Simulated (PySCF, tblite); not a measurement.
**C3H9ClOSi2: geometry, infrared bands and NMR shifts**

Aim: predict the infrared bands and NMR shifts of C3H9ClOSi2 (`CO[SiH2]/C=C\[SiH2]Cl`).

Programs: tblite 0.8.0 and PySCF 2.14.0, with density-fitted response routines of our own. Each step states its level of theory. These are calculated values for one molecule in the gas phase, unless marked as measured. Atoms are numbered from 0 throughout.

### 1 The molecule as given

16 atoms, charge 0, multiplicity 1; geometry from: force field or distance geometry start.

Bonds of the start (Å): C0–O1 1.40, O1–Si2 1.68, Si2–C3 1.83, C3–C4 1.31, C4–Si5 1.82, Si5–Cl6 2.10, C0–H7 1.10, C0–H8 1.13, C0–H9 1.11, Si2–H10 1.48, Si2–H11 1.44, C3–H12 1.11, C4–H13 1.10, Si5–H14 1.45, Si5–H15 1.47.

### 2 Optimising the geometry with GFN2-xTB

Job settings and geometry (Å):

```
{"job": {"kind": "relax", "xc": "GFN2-xTB", "basis": "xTB"}, "charge": 0, "multiplicity": 1}
C      2.418100     0.762200     0.769700
O      1.060000     0.608100     0.465300
Si     0.761700    -0.239400    -0.955400
C     -0.501400    -1.510700    -0.578200
C     -1.664100    -1.156300    -0.080200
Si    -2.195800     0.554900     0.249200
Cl    -3.448700     0.544000     1.940600
H      3.049200     0.942300    -0.113100
H      2.477600     1.672000     1.433100
H      2.832900    -0.088200     1.359200
H      0.131000     0.704100    -1.906400
H      1.906300    -0.810300    -1.606400
H     -0.289400    -2.585500    -0.727500
H     -2.377300    -1.962700     0.127200
H     -1.132400     1.524600     0.457300
H     -3.035200     1.049900    -0.845700
```

Launch:

```console
$ OMP_NUM_THREADS=1 python probes_run.py task.json out
```

This one command runs all jobs of the session in turn.

**Question.** This job is followed by: GFN2-xTB harmonic vibrations, gas phase; GIAO PBE0/pcSseg-1 NMR shielding, non-relativistic, gas phase. What will the session give for the following? strongest single infrared mode (GFN2-xTB); zero-point energy (GFN2-xTB); 13C shifts against TMS (PBE0/pcSseg-1); 1H shifts against TMS (PBE0/pcSseg-1, means over atoms taken as alike); 17O shifts against H2O (PBE0/pcSseg-1); 29Si shifts against TMS (PBE0/pcSseg-1); 35Cl shifts against HCl (PBE0/pcSseg-1); surface potential, 1st and 99th percentile.

As calculated:

```
                                                              quantity                             value
                             strongest single infrared mode (GFN2-xTB)              736 cm⁻¹, 537 km/mol
                                          zero-point energy (GFN2-xTB)                     67.4 kcal/mol
                                13C shifts against TMS (PBE0/pcSseg-1)            162.6, 152.0, 51.3 ppm
1H shifts against TMS (PBE0/pcSseg-1, means over atoms taken as alike)  7.34, 6.75, 5.47, 5.18, 3.76 ppm
                                17O shifts against H2O (PBE0/pcSseg-1)                          -4.7 ppm
                               29Si shifts against TMS (PBE0/pcSseg-1)                  -25.1, -37.4 ppm
                               35Cl shifts against HCl (PBE0/pcSseg-1)                           -24 ppm
                                 surface potential, 1st and 99th percentile                -0.88 V and 1.58 V
```

**Reading.** Relaxing lowered the energy by 0.662 eV in 228 steps; the close pair that moved most is C4–Si5, from 1.822 to 1.885 Å. All 42 modes are real, so the xTB geometry is a minimum. The strongest single mode, at 736 cm⁻¹, has its largest shares on Si2, H15, H14 and O1 (the list is cut at 4 atoms). GFN2-xTB is a fitted tight-binding method: band positions and strengths are rough. Its intensities can rank the bands wrongly. At PBE0/pcSseg-1, counted by nearest atom on the grid, the HOMO lies on C3, C4 about 23 % each; Cl6 11 %, the LUMO on C3, C4 about 30 % each; H12, H13 about 7 % each.
